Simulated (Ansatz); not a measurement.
# C2H5BFN: how energies converge with the basis set

An exercise on one series of results from a longer session: the logs are not shown, and one member is left open.

Computed with Ansatz 0.2.0, Gaussian basis. Level: one geometry, several basis sets.

Plan: PBE0-D4/def2-SVP; ωB97M-V/def2-SVP; PBE0-D4/def2-QZVPP; ωB97M-V/def2-QZVPP; the functionals' def2-TZVPP values are taken from earlier runs.

### The relaxed structure

The geometry comes from an earlier relaxation with PBE0-D4 in a triple-zeta def2 set; it is a stationary point, not always the lowest conformer.

SMILES `C=C(N)BF`, 10 atoms, charge 0, spin multiplicity 1.

Atoms are counted from 1 here; the program's logs count them from 0.

Bond lengths: C1–C2 1.347 Å, C1–H6 1.081 Å, C1–H7 1.086 Å, C2–N3 1.378 Å, C2–B4 1.546 Å, N3–H8 1.005 Å, N3–H9 1.006 Å, B4–F5 1.330 Å, B4–H10 1.196 Å. Angles: C2–C1–H6 119.5°, C2–C1–H7 123.1°, H6–C1–H7 117.4°, C1–C2–N3 124.8°, C1–C2–B4 116.5°, N3–C2–B4 118.7°, C2–N3–H8 116.6°, C2–N3–H9 118.0°, H8–N3–H9 114.3°, C2–B4–F5 119.1°, C2–B4–H10 122.9°, F5–B4–H10 118.0°.

Set-up of the first run:

in.yaml reads:

```yaml
crystal:
  periodic: [false, false, false]
  atoms:
    - {symbol: C, position_ang: [-1.006593, 0.963153, -0.032530]}
    - {symbol: C, position_ang: [-0.114633, -0.045557, -0.028459]}
    - {symbol: N, position_ang: [-0.429837, -1.373874, 0.160964]}
    - {symbol: B, position_ang: [1.360442, 0.338281, -0.287130]}
    - {symbol: F, position_ang: [2.296241, -0.604254, -0.214567]}
    - {symbol: H, position_ang: [-0.671749, 1.969557, -0.242887]}
    - {symbol: H, position_ang: [-2.066117, 0.819327, 0.159884]}
    - {symbol: H, position_ang: [0.323370, -1.980473, 0.435153]}
    - {symbol: H, position_ang: [-1.314475, -1.593673, 0.587150]}
    - {symbol: H, position_ang: [1.706351, 1.456314, -0.534478]}
basis:
  gaussian: {orbitals: def2-SVP}
hamiltonian: {xc: pbe0, dispersion: d4}
output: {orbitals: {seedname: orbitals}}
```

Launch:

```sh
> ansatz run in.yaml --threads 2 --pin off --events-out ev --progress --plain --max-ram 4352MiB
```

Steps of the session up to this table: PBE0-D4 in def2-SVP; ωB97M-V in def2-SVP; PBE0-D4 in def2-QZVPP; ωB97M-V in def2-QZVPP.

One of the session's tables, all rows but one given; the rest of the session is left out.

It belongs to the step «Density functionals: the series». 

| functional | basis | HOMO (eV) |
| --- | --- | --- |
| PBE0-D4 | def2-SVP | -6.19 |
| PBE0-D4 | def2-TZVPP | -6.39 |
| PBE0-D4 | def2-QZVPP | -6.43 |
| ωB97M-V | def2-SVP | -8.35 |
| ωB97M-V | def2-TZVPP | ? |
| ωB97M-V | def2-QZVPP | -8.60 |

Q: Estimate the row for ωB97M-V, def2-TZVPP from the others.

The run gave: HOMO (eV): -8.56. In the column «HOMO (eV)» it lies between ωB97M-V, def2-QZVPP (-8.60) and ωB97M-V, def2-SVP (-8.35).
